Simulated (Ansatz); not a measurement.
Write a Python script for Ansatz 0.2.0, Python API that makes a geometry optimisation of C3H6BFSi, SMILES C=C=C([SiH3])BF. Use: Hartree-Fock, 6-31G* basis, multiplicity 1.

Contents of `c3h6bfsi.xyz`:
```text
12

C     0.62660   -1.45810   -1.84110
C     0.31560   -0.56460   -0.90230
C     0.02700    0.29100    0.03740
Si   -0.87090   -0.23570    1.49580
B     0.60210    1.74570   -0.05800
F     0.31950    2.72250    1.00760
H     0.23040   -2.42340   -1.78440
H     1.20570   -1.09000   -2.71320
H    -1.32480   -1.64110    1.38890
H    -0.15130   -0.08390    2.75160
H    -2.16640    0.58300    1.60670
H     1.26360    2.09930   -0.95510
```

The script, `opt_c3h6bfsi.py`:
```python
"""Relax the C3H6BFSi molecule."""

import itertools
import warnings

import ansatz
from ase.data import atomic_numbers, covalent_radii
import numpy as np

BASIS_SET = "6-31G*"
FUNCTIONAL = "hf"

warnings.simplefilter("ignore", ansatz.DeckWarning)

molecule = ansatz.Crystal.molecule_from_extxyz("c3h6bfsi.xyz")

calculation = molecule.calculation().basis(gaussian=BASIS_SET).functional(FUNCTIONAL)
symbols = [site.symbol for site in molecule.cartesian_sites]
start = np.array([site.position_ang for site in molecule.cartesian_sites], dtype=float)
def progress(event):
    if event["event"] == "relax_step":
        row = event["data"]
        print(f"step {row['step']:3d}  E = {row['lagrangian_ev']:.6f} eV  largest force component {row['allowed_force_max_ev_ang']:.4f} eV/A")


report = calculation.relax(force_tolerance=0.01).session().plan().execute(on_event=progress).report
end = np.array(report["positions_ang"])

print(f"E = {report['free_energy_ev']:.6f} eV = {report['free_energy_ev'] / 27.211386246:.7f} Ha")
print("converged:", report["converged"], " doubts:", report["published_state_doubts"] or "none")

# pairs closer than 1.2 times the sum of covalent radii, before or after
radius = [covalent_radii[atomic_numbers[s]] for s in symbols]
span = lambda where, i, j: np.linalg.norm(where[i] - where[j])
bonded = [(i, j) for i, j in itertools.combinations(range(len(symbols)), 2) if min(span(start, i, j), span(end, i, j)) < 1.2 * (radius[i] + radius[j])]
print("pair        before    after (A)")
for i, j in bonded:
    print(f"{symbols[i]}{i}-{symbols[j]}{j}".ljust(10), f"{span(start, i, j):8.4f} {span(end, i, j):8.4f}")
```

Output of `python opt_c3h6bfsi.py`:
```text
step   1  E = -14423.466910 eV  largest force component 3.1330 eV/A
step   2  E = -14424.094198 eV  largest force component 1.9327 eV/A
step   3  E = -14424.493217 eV  largest force component 1.1449 eV/A
step   4  E = -14424.857929 eV  largest force component 1.9073 eV/A
step   5  E = -14425.214234 eV  largest force component 1.5478 eV/A
step   6  E = -14425.536418 eV  largest force component 1.2535 eV/A
step   7  E = -14425.765503 eV  largest force component 0.8436 eV/A
step   8  E = -14425.882048 eV  largest force component 0.3816 eV/A
step   9  E = -14425.900391 eV  largest force component 0.3819 eV/A
step  10  E = -14425.915832 eV  largest force component 0.2237 eV/A
step  11  E = -14425.919372 eV  largest force component 0.1347 eV/A
step  12  E = -14425.919386 eV  largest force component 0.1112 eV/A
step  13  E = -14425.919642 eV  largest force component 0.1422 eV/A
step  14  E = -14425.915931 eV  largest force component 0.1828 eV/A
step  15  E = -14425.921032 eV  largest force component 0.0658 eV/A
step  16  E = -14425.921877 eV  largest force component 0.0310 eV/A
step  17  E = -14425.922026 eV  largest force component 0.1095 eV/A
step  18  E = -14425.922256 eV  largest force component 0.0498 eV/A
step  19  E = -14425.922363 eV  largest force component 0.0042 eV/A
step  20  E = -14425.922385 eV  largest force component 0.0077 eV/A
E = -14425.922385 eV = -530.1428694 Ha
converged: True  doubts: none
pair        before    after (A)
C0-C1        1.3328   1.2949
C0-H6        1.0450   1.0750
C0-H7        1.1097   1.0750
C1-C2        1.3032   1.3074
C2-Si3       1.7918   1.8848
C2-B4        1.5672   1.5548
Si3-H8       1.4807   1.4747
Si3-H9       1.4553   1.4755
Si3-H10      1.5365   1.4756
B4-F5        1.4729   1.3224
B4-H11       1.1694   1.1887
```

Caveats:
- Total energies depend on the basis set; only differences at equal settings carry meaning.
- The end point is the stationary point reached from this start; no frequency run checks that it is a minimum, and the basis set is modest.
- Finished in 70 s on 1 thread of Arm Neoverse V1 (shared host), peak memory 0.27 GiB.
